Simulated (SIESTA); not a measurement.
Crystal: NbTe.

```xyz
2
Lattice="3.7030 0.0000 0.0000 -1.8515 3.2069 0.0000 0.0000 0.0000 3.6942" Properties=species:S:1:pos:R:3 pbc="T T T"
Te    1.8515    1.0690    0.0000
Nb    0.0000    0.0000    1.8471
```

The cell comes from a database or a generator and needn't be the stable form of this composition.

- Program: SIESTA 5.4.2
- Task: single point
- Functional: PBE
- Potentials or basis: PseudoDojo 0.4 standard (PBE files)
- Basis: DZP (energy shift 0.003 Ry; two zetas on semicore shells)
- Grid cutoff: 800 Ry
- Energy shift: 0.003 Ry
- k mesh: 8 × 8 × 7
- Occupations: fermi-dirac, width 0.05 eV
- Spin: no spin polarisation

On this cell: pressure 2.1 GPa; largest force under 0.003 eV/Å; band gap on the k mesh none (metal or under the smearing width).

The same run follows on a disturbed copy (atoms moved at random, drawn with an rms of 0.05 Å):

```
Te Nb
1.0
     3.70297    0.00000    0.00000
    -1.85149    3.20687    0.00000
     0.00000    0.00000    3.69421
Te Nb
1 1
Cartesian
  1.8537 1.0567 -0.0208
  0.0075 -0.0087 1.8724
```

Problem. What changes?

Solution. The energy (extrapolated to zero smearing) moves by +5.8 meV/atom; pressure 2.3 GPa; largest force 0.496 eV/Å; band gap on the k mesh none (metal or under the smearing width).

Forces in eV/Å, atoms in the order of the input:
```
Te   0.052  0.035  0.492
Nb  -0.052 -0.035 -0.492
```

Stress tensor (GPa, compression positive):
```
1.81 0.14 0.04
0.14 1.61 0.03
0.04 0.03 3.62
```

Caveats: the basis of atomic orbitals isn't converged, which shifts pressures, moduli and gaps.
